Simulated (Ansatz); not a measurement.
# LaVSe2O: the cost of one run

Method: reference: DFT PBE, plane waves, PAW, scalar-relativistic, no spin polarisation, in Ansatz 0.2.0.

### 1 The system as given

The structure is monoclinic, space group C2/m (No. 12). Conventional cell: a = 11.858 Å, b = 3.934 Å, c = 8.542 Å, α = 90.00°, β = 90.19°, γ = 90.00°. La (site symmetry m) is surrounded by 3 O at 2.43 to 2.53 Å. Se (site symmetry m) has 3 V at 2.63 to 2.66 Å as nearest neighbours. Se (site symmetry m) has 2 V at 2.60 Å as nearest neighbours. Around V (site symmetry 2/m) lie 2 O at 1.99 Å and 4 Se at 2.66 Å. V (site symmetry 2/m) is surrounded by 6 Se at 2.60 to 2.63 Å. O (site symmetry m) has 1 V at 1.99 Å and 3 La at 2.43 to 2.53 Å as nearest neighbours.

Coordinates:

```cif
data_structure
_symmetry_space_group_name_H-M 'C2/m'
_symmetry_Int_Tables_number 12
_cell_length_a 11.8581
_cell_length_b 3.9342
_cell_length_c 8.5416
_cell_angle_alpha 90.000
_cell_angle_beta 90.192
_cell_angle_gamma 90.000
_cell_volume 398.48
loop_
_atom_site_label
_atom_site_type_symbol
_atom_site_symmetry_multiplicity
_atom_site_Wyckoff_symbol
_atom_site_fract_x
_atom_site_fract_y
_atom_site_fract_z
_atom_site_occupancy
La1 La 4 i 0.23032 0.00000 0.19793 1
Se1 Se 4 i 0.45307 0.50000 0.19944 1
Se2 Se 4 i 0.14068 0.50000 0.46483 1
V1 V 2 b 0.00000 0.50000 0.00000 1
V2 V 2 c 0.00000 0.00000 0.50000 1
O1 O 4 i 0.16290 0.50000 0.05820 1
```

### 2 Baseline

The input, input.yaml:

```yaml
crystal:
  lattice:
    - [0.0, 3.93421, 0.0]
    - [5.929057, -1.967105, 0.0]
    - [0.028582, 0.0, -8.541569]
  atoms:
    - { symbol: La, position: [0.23032, 0.46064, 0.80207] }
    - { symbol: La, position: [0.76968, 0.53936, 0.19793] }
    - { symbol: Se, position: [0.95307, 0.90614, 0.80056] }
    - { symbol: Se, position: [0.04693, 0.09386, 0.19944] }
    - { symbol: Se, position: [0.64068, 0.28136, 0.53517] }
    - { symbol: Se, position: [0.35932, 0.71864, 0.46483] }
    - { symbol: V, position: [0.5, 0.0, 0.0] }
    - { symbol: V, position: [0.0, 0.0, 0.5] }
    - { symbol: O, position: [0.6629, 0.3258, 0.9418] }
    - { symbol: O, position: [0.3371, 0.6742, 0.0582] }
  symmetry: { tolerance: 0.0003 }
kpoints:
  mp_grid: { grid: [5, 5, 2], shift: [0, 0, 0] }
magnetization:
  spin_polarized: false
scf:
  occupations: { method: fermi_dirac }
hamiltonian:
  pseudopotentials: { kind: paw }
  xc: pbe
basis:
  ecutwfc: 420
output:
  forces: true
  stress: true
  eigenvalues: true
  write_density: true
  write_potential: true
  elf: true
  volumetric_format: npy
```

The run is started by

```
ansatz run input.yaml --threads 1 --pin off --max-ram 2560MiB --backend cpu --events-out ev --progress --plain --runs-dir out
```

What time and memory should one allow on 1 thread of Intel Xeon Platinum 8488C (Sapphire Rapids), shared host?

About 20 s, with a peak of 0.63 GiB.
